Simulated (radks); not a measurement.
**Zr⁴⁺ in [Kr]: an all-electron calculation**

An exercise on one series of results from a longer session: the logs are not shown, and one member is left open.

The numbers are computed with radks (a radial shooting solver on a logarithmic mesh, Libxc functionals) version 1 (Dirac Kohn-Sham, LDA (Slater exchange, Perdew-Wang correlation), spin-unpolarised, spherical densities, finite nucleus), except any that are marked as measured or tabulated.

### Starting point

| Property | Result |
| --- | --- |
| element | zirconium (Z = 40) |
| charge | +4 |
| electrons | 36 |
| configuration | [Kr] |
| nuclear rms radius | 4.2694 fm |

The outer shells:

Zr⁴⁺
```
[Ar] core
3d [↑↓][↑↓][↑↓][↑↓][↑↓]
4s [↑↓]
4p [↑↓][↑↓][↑↓]
```

The first run:

The run's settings:

```text
Z 40
configuration [Kr]
relativity Dirac
functional lda,pw
spin unpolarised
j_filling energy
nucleus finite rms 4.2694 fm
c 137.035999084
```

One table of the session follows, with a row left open; its other results are not shown here.

It belongs to the step «Radial structure». From the orbitals of this run (lengths in bohr):

```
level      <r>  outermost maximum (interpolated)  90 % within  nodes
1s1/2  0.03711                            0.0242       0.0664      0
2s1/2   0.1625                             0.137        0.252      1
2p1/2   0.1387                             0.107        0.227      0
2p3/2   0.1431                             0.111        0.233      0
3s1/2        ?                                 ?            ?      ?
3p1/2   0.4553                             0.396        0.691      1
3p3/2   0.4659                             0.406        0.706      1
3d3/2   0.4502                             0.345        0.725      0
3d5/2   0.4537                             0.348        0.730      0
4s1/2    1.188                              1.07         1.73      3
4p1/2    1.297                              1.14         1.91      2
4p3/2    1.323                              1.17         1.95      2
```

Q: Estimate the row for 3s1/2 from the others.

**Answer.** <r>: 0.4590; outermost maximum (interpolated): 0.409; 90 % within: 0.680; nodes: 2. In the column «<r>» it lies between 3p1/2 (0.4553) and 3p3/2 (0.4659).
